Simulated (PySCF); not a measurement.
# BH5O3Si: the cost of one run

Computed with PySCF 2.14.0, with density-fitted response routines of our own, on a single molecule in the gas phase. Atoms count from 0, in the outputs and in this text.

### 1 Starting geometry

10 atoms, charge 0, multiplicity 1; geometry from: GFN2-xTB. The atoms were then displaced at random by about 0.01 Å, so the start is not that level's minimum.

Bonds of the start (Å): O0–B1 1.37, B1–O2 1.35, B1–O3 1.33, O3–Si4 1.65, O0–H5 0.92, O2–H6 0.96, Si4–H7 1.48, Si4–H8 1.48, Si4–H9 1.44.

### 2 Optimising the geometry at PBE0-D3(BJ)/def2-SVP

What the job is given:

```
{"job": {"xc": "PBE0", "basis": "def2-SVP", "d3": "d3bj", "grid": 1, "shake": 0.01, "kind": "geom"}, "charge": 0, "multiplicity": 1}
O      0.408670    -1.784320     0.360380
B      0.881790    -0.508630     0.229820
O      2.209040    -0.313130     0.362480
O      0.103040     0.535550    -0.022770
Si    -1.490680     0.865720    -0.322210
H      1.050950    -2.415340     0.539680
H      2.524580     0.594370     0.273430
H     -1.464350     2.328580    -0.131950
H     -2.372890     0.199160     0.655210
H     -1.799710     0.477110    -1.677490
```

Started as:

```bash
$ OMP_NUM_THREADS=1 python probes_run.py task.json out
```

This one command runs all jobs of the session in turn.

**Question.** How long does this first job take on 1 thread of Arm Neoverse V2, shared host, and how much memory does it need?

About 31 s, with a peak of 0.41 GiB.
